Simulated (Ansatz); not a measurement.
# LiCaF3 in Ansatz: the effect of functional

The system is LiCaF3.

```
CELL_PARAMETERS angstrom
3.76124 0.00000 0.00000
0.00000 3.76124 0.00000
0.00000 0.00000 3.76124
ATOMIC_POSITIONS crystal
Ca 0.00000 0.00000 0.00000
F 0.50000 0.00000 0.50000
F 0.50000 0.50000 0.00000
F 0.00000 0.50000 0.50000
Li 0.50000 0.50000 0.50000
```

The cell comes from a database or a generator and needn't be the stable form of this composition.

Alike in all runs:

```yaml
Program: Ansatz 0.2.0
Task: projected density of states
Potentials_or_basis: Ansatz PAW
k_mesh: 7 × 7 × 7
Occupations: fermi-dirac, width 0.05 eV
Spin: no spin polarisation
```

```csv
functional,cutoff,gap on the mesh (eV),pressure (GPa)
LDA,420 eV (not typed: the program's choice for these potentials),?,?
PBEsol,420 eV (not typed: the program's choice for these potentials),6.48,-4.1
RPBE,420 eV (not typed: the program's choice for these potentials),6.62,4.8
revPBE,420 eV (not typed: the program's choice for these potentials),6.60,3.7
BLYP,420 eV (not typed: the program's choice for these potentials),6.58,1.5
r2SCAN,500 eV (not typed: the program's choice for these potentials),7.28,-4.4
```

Q: What does the run with functional LDA give?

A: gap on the mesh 6.41 eV; pressure -9.4 GPa.

Caveats: odd divisions of the mesh miss points on the zone boundary, where band edges often lie, so the gap on the mesh can be too wide; the PAW data sets come from PBE, with cores solved anew for the run's functional, which leaves a small shift of forces and pressure; the density of states is complete only up to the lowest level of the last band computed.

A k mesh can miss the band edges.

Runs at the PBE level aren't shown here.
